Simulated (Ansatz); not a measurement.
# NaLuSbH: the cost of one run

Computed with Ansatz 0.2.0 (DFT PBE, scalar-relativistic, plane waves, PAW, unless a step's input says otherwise).

1 further run of the same task is left out (it didn't finish).

## Step 1: The structure to begin with

Symmetry: P4/mmm, No. 123, tetragonal system. Conventional cell: a = 3.948 Å, b = 3.948 Å, c = 5.394 Å, α = 90.00°, β = 90.00°, γ = 90.00°. Na (site symmetry 4/mmm) has 2 H at 2.70 Å and 4 Sb at 2.79 Å as nearest neighbours. Lu (site symmetry 4/mmm) is surrounded by 2 Sb at 2.70 Å and 4 H at 2.79 Å. Sb (site symmetry 4/mmm) is surrounded by 2 Lu at 2.70 Å and 4 Na at 2.79 Å. Around H (site symmetry 4/mmm) lie 2 Na at 2.70 Å and 4 Lu at 2.79 Å.

As a file:

```
Na Lu Sb H
1.0
     3.94800    0.00000    0.00000
     0.00000    3.94800    0.00000
     0.00000    0.00000    5.39395
Na Lu Sb H
1 1 1 1
Cartesian
  0.0000 0.0000 0.0000
  1.9740 1.9740 2.6970
  1.9740 1.9740 0.0000
  0.0000 0.0000 2.6970
```

The cell is invented: random cell by space group and Wyckoff sites (P4/mmm, No. 123). Lengths come from tabulated atomic sizes and are only a guess.

## Step 2: Probe: one point on a coarse mesh

Contents of input.yaml:

```yaml
crystal:
  lattice:
    - [3.94800035, 0.0, 0.0]
    - [0.0, 3.94800035, 0.0]
    - [0.0, 0.0, 5.39395318]
  atoms:
    - { symbol: Na, position: [0.0, 0.0, 0.0] }
    - { symbol: Lu, position: [0.5, 0.5, 0.5] }
    - { symbol: Sb, position: [0.5, 0.5, 0.0] }
    - { symbol: H, position: [0.0, 0.0, 0.5] }
basis:
  ecutwfc: 420
kpoints:
  mp_grid: { grid: [4, 4, 4] }
hamiltonian:
  xc: pbe
scf:
  occupations: { method: gaussian, width: 0.1 }
  lower_state_search: "off"
output:
  forces: true
  stress: true
  eigenvalues: true
```

The run is started by

```bash
ansatz run input.yaml --threads 1 --pin off --max-ram 2048MiB --backend cpu --events-out ev --progress --plain --runs-dir out
```

What time and memory should one allow on 1 thread of Arm Neoverse V2, shared host?

About 3.1 s, with a peak of 0.37 GiB.
